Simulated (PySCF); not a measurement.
# Rh³⁺: dipole response in def2-QZVPPD with ECP28

Aim: the static polarisability and the C₆ coefficient of Rh³⁺, method by method.

Program: PySCF 2.14.0. Level of theory: unrestricted determinants in a Gaussian basis, no spin-orbit coupling in the energies. These are calculated values, not measurements, unless marked.

## Step 1: Starting point

* Element: rhodium (Z = 45)
* Basis: def2-QZVPPD with the def2 core potential (28 electrons)
* Hamiltonian: a scalar-relativistic core potential
* State 1: Rh³⁺: [Kr] 4d6, high-spin 5D determinant
* Methods: LC-wPBE

The outer shells:

Rh3+ [Kr] 4d6
```
[Kr] core
4d [↑↓][↑ ][↑ ][↑ ][↑ ]
```

The runs were made by one driver on top of PySCF. The scripts below sum up each run's settings (the driver also hands on starting orbitals that pick excited configurations, and frozen orbitals as a list rather than a count), and the logs come from the driver's own runs. The driver starts from symmetry-adapted Hartree-Fock orbitals, holds the occupation by maximum overlap and uses a logarithmic radial grid for functionals, so a plain start would take other cycles.

The integrals over 88 functions and the set-up took 0.46 s of CPU time.

## Step 2: Rh³⁺: LC-wPBE

#### LC-wPBE

input.py reads:

```python
from pyscf import gto, scf, dft, mp, cc
import basis_set_exchange as bse
txt = bse.get_basis("def2-QZVPPD", elements=["Rh"], fmt="nwchem", header=False)
cut = txt.index("\nECP")
mol = gto.M(atom="Rh 0 0 0", charge=3, spin=4, symmetry="D2h",
            basis=gto.basis.parse(txt[:cut]),
            ecp={"Rh": gto.basis.parse_ecp(txt[cut:])})
mf = dft.UKS(mol, xc="LC_WPBE")
mf.irrep_nelec = {'Ag': (3, 1), 'B1g': (1, 1), 'B2g': (1, 0), 'B3g': (1, 0), 'B1u': (1, 1), 'B2u': (1, 1), 'B3u': (1, 1)}
mf.kernel()
```

The program printed:

```text
damping factor = 0
level_shift factor = 0
DIIS = <class 'pyscf.scf.diis.CDIIS'>
diis_start_cycle = 1
diis_space = 10
diis_damp = 0
SCF conv_tol = 1e-09
SCF conv_tol_grad = None
number electrons alpha = 9  beta = 5
XC functionals = LC_WPBE
    O. A. Vydrov and G. E. Scuseria.,  J. Chem. Phys. 125, 234109 (2006)
cycle= 1 E= -108.429980176337  delta_E= -0.00482  |g|= 0.0193  |ddm|= 0.114
cycle= 2 E= -108.430094434005  delta_E= -0.000114  |g|= 0.00339  |ddm|= 0.0119
cycle= 3 E= -108.430100892902  delta_E= -6.46e-06  |g|= 0.000835  |ddm|= 0.00327
cycle= 4 E= -108.430101761994  delta_E= -8.69e-07  |g|= 0.000201  |ddm|= 0.00161
cycle= 5 E= -108.430101837308  delta_E= -7.53e-08  |g|= 6.39e-05  |ddm|= 0.000558
cycle= 6 E= -108.430101840965  delta_E= -3.66e-09  |g|= 1.26e-05  |ddm|= 0.000115
cycle= 7 E= -108.430101841181  delta_E= -2.16e-10  |g|= 5.91e-07  |ddm|= 3.24e-05
converged SCF energy = -108.430101841181  <S^2> = 6.0008106  2S+1 = 5.0003242
```

It used 24 s of CPU time after the integrals (shared host).

The occupied shells:

```
shell  electrons  mean orbital energy (eV)  spread (eV)  rms radius (bohr)
 4s α          1                   -127.75            0               1.04
 4s β          1                   -124.23            0               1.04
 4p α          3                   -94.452        1.537               1.15
 4p β          3                   -90.302        0.308               1.15
 4d α          5                   -45.780        1.786               1.48
 4d β          1                   -42.702            0               1.48
```

⟨S²⟩ = 6.001, ⟨L²⟩ = 6.01.

The driver then solved the coupled dipole response at imaginary frequencies: mean α = 4.635 bohr³ (xx, yy, zz: 4.773, 4.773, 4.358), C₆ = 21.02 au for a like pair.

Energies and moments cover only the electrons outside the core potential.

Radial density 4πr²ρ of Rh³⁺ at LC-wPBE, the electrons outside the core potential:

```
r (bohr)   density  spin density
  0.0525  3.19e-05         0.000
  0.0882  0.000194         0.000
   0.148   0.00203         0.001
   0.250    0.0331         0.012
   0.420     0.875         0.193
   0.706      10.2         1.786
    1.19      12.4         3.412
    2.00      2.17         1.077
    3.36    0.0720         0.041
    5.65  8.67e-05         0.000
```

## Step 3: Polarisabilities and C₆

Rh³⁺, in atomic units:

```
 method  mean α  C₆ (like pair)  S(−4)
LC-wPBE   4.635           21.02  4.265
```

α(iu) at LC-wPBE:

```
u (hartree)  α(iu) (bohr³)
          0          4.635
     0.0500          4.624
      0.100          4.593
      0.200          4.474
      0.300          4.299
      0.500          3.861
      0.750          3.299
       1.00          2.804
       1.50          2.042
       2.00          1.522
       3.00         0.9088
       5.00         0.4109
```

## Step 4: What came out

| quantity | value |
| --- | --- |
| α of Rh³⁺ | 4.635 (LC-wPBE) bohr³ |

**Reading.** A single London oscillator with the computed α and C₆ of Rh³⁺ at LC-wPBE would have ω = 4 C₆ / (3 α²) = 1.30 hartree. All values hold for this basis alone; no basis-set limit was taken.
